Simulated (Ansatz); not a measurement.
# BiW (rocksalt type): the cost of one run

Program: Ansatz 0.2.0. Level of theory: DFT PBEsol, with the methods named in each step. These are calculated values, not measurements.

## (1) The starting structure

It takes space group Fm-3m (No. 225, cubic). The conventional cell has a = 5.894 Å, b = 5.894 Å, c = 5.894 Å, α = 90.00°, β = 90.00°, γ = 90.00°. W (site symmetry m-3m) is surrounded by 6 Bi at 2.95 Å. Bi (site symmetry m-3m) has 6 W at 2.95 Å in its first shell of neighbours.

Structure file:

```
W Bi
1.0
     0.00000    2.94718    2.94718
     2.94718    0.00000    2.94718
     2.94718    2.94718    0.00000
W Bi
1 1
Direct
  0.00000 0.00000 0.00000
  0.50000 0.50000 0.50000
```

Whether this phase is the stable one at these pressures isn't tested.

Atoms are numbered in the order of the input: W1, Bi2.

## (2) Cell relaxed at zero pressure, PAW

The input, input.yaml:

```yaml
crystal:
  lattice:
    - [0.0, 2.9471842478, 2.9471842478]
    - [2.9471842478, 0.0, 2.9471842478]
    - [2.9471842478, 2.9471842478, 0.0]
  atoms:
    - { symbol: W, position: [0.0, 0.0, 0.0] }
    - { symbol: Bi, position: [0.5, 0.5, 0.5] }
kpoints:
  mp_grid: { grid: [11, 11, 11] }
scf:
  occupations: { method: fermi_dirac, width: 0.05 }
hamiltonian:
  xc: pbesol
  pseudopotentials: { kind: paw }
output:
  forces: true
  stress: true
relax:
  f_tol: 0.005
  max_steps: 40
  cell: {}
```

Run with:

```sh
$ ansatz run input.yaml --threads 1 --pin off --max-ram 2048MiB --backend cpu --events-out ev --progress --plain --runs-dir out
```

What time and memory should one allow on 1 thread of Arm Neoverse V1, shared host?

About 14 s, with a peak of 0.35 GiB.
